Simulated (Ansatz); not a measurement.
# O: the cost of one run

Method: DFT PBE, plane waves, PAW, scalar-relativistic, collinear spin, in Ansatz 0.2.0.

1 further run of the same task is left out (it didn't finish).

### 1 The starting structure

The cell holds 16 atoms (O16): a = 7.218 Å, b = 7.218 Å, c = 7.218 Å, α = 90.00°, β = 90.00°, γ = 90.00°.

As a file:

```cif
data_structure
_symmetry_space_group_name_H-M 'P 1'
_symmetry_Int_Tables_number 1
_cell_length_a 7.2177
_cell_length_b 7.2177
_cell_length_c 7.2177
_cell_angle_alpha 90.000
_cell_angle_beta 90.000
_cell_angle_gamma 90.000
_cell_volume 376.00
loop_
_atom_site_label
_atom_site_type_symbol
_atom_site_fract_x
_atom_site_fract_y
_atom_site_fract_z
_atom_site_occupancy
O1 O 0.36912 0.40849 0.50673 1
O2 O 0.37165 0.42628 0.33504 1
O3 O 0.47934 0.92289 0.12584 1
O4 O 0.58656 0.81194 0.04843 1
O5 O 0.06714 0.57247 0.34198 1
O6 O 0.94907 0.65807 0.24961 1
O7 O 0.01679 0.99173 0.47912 1
O8 O 0.86504 0.91518 0.50930 1
O9 O 0.79060 0.30582 0.10970 1
O10 O 0.71351 0.42842 0.20363 1
O11 O 0.47690 0.80950 0.63877 1
O12 O 0.50718 0.78471 0.47064 1
O13 O 0.61684 0.33299 0.76923 1
O14 O 0.50048 0.33944 0.89657 1
O15 O 0.93666 0.26007 0.73953 1
O16 O 0.08329 0.29332 0.65471 1
```

### 2 Relaxing the start

Input file input.yaml:

```yaml
accuracy: low
crystal:
  lattice:
    - [7.217652, 0.0, 0.0]
    - [0.0, 7.217652, 0.0]
    - [0.0, 0.0, 7.217652]
  atoms:
    - { symbol: O, position: [0.3691211, 0.4084913, 0.5067319], spin: 1.0 }
    - { symbol: O, position: [0.3716538, 0.4262753, 0.3350429], spin: 1.0 }
    - { symbol: O, position: [0.4793386, 0.9228945, 0.1258377], spin: 1.0 }
    - { symbol: O, position: [0.5865633, 0.8119396, 0.0484316], spin: 1.0 }
    - { symbol: O, position: [0.0671373, 0.5724697, 0.3419841], spin: 1.0 }
    - { symbol: O, position: [-0.0509264, 0.6580718, 0.2496095], spin: 1.0 }
    - { symbol: O, position: [1.0167883, 0.9917307, 0.4791159], spin: 1.0 }
    - { symbol: O, position: [0.8650363, 0.915178, 0.5092956], spin: 1.0 }
    - { symbol: O, position: [0.7906047, 0.3058165, 0.1096964], spin: 1.0 }
    - { symbol: O, position: [0.713511, 0.4284224, 0.2036334], spin: 1.0 }
    - { symbol: O, position: [0.4769022, 0.8095006, 0.6387723], spin: 1.0 }
    - { symbol: O, position: [0.5071781, 0.7847091, 0.4706397], spin: 1.0 }
    - { symbol: O, position: [0.6168411, 0.3329866, 0.7692265], spin: 1.0 }
    - { symbol: O, position: [0.500476, 0.3394375, 0.8965739], spin: 1.0 }
    - { symbol: O, position: [-0.0633354, 0.2600691, 0.7395272], spin: 1.0 }
    - { symbol: O, position: [0.0832938, 0.2933177, 0.6547085], spin: 1.0 }
magnetization:
  spin_polarized: true
basis:
  ecutwfc: 420.0
kpoints:
  mp_grid: { grid: [1, 1, 1] }
hamiltonian:
  xc: pbe
scf:
  occupations: { method: fermi_dirac, width: 0.02 }
  lower_state_search: "off"
relax:
  f_tol: 0.3
  max_steps: 15
  adjacent_minimum: "off"
```

On the command line:

```console
$ ansatz run input.yaml --threads 1 --pin off --max-ram 3072MiB --backend cpu --events-out ev --progress --plain --runs-dir out
```

What time and memory should one allow on 1 thread of Arm Neoverse V2, shared host?

About 51 s, with a peak of 0.45 GiB.
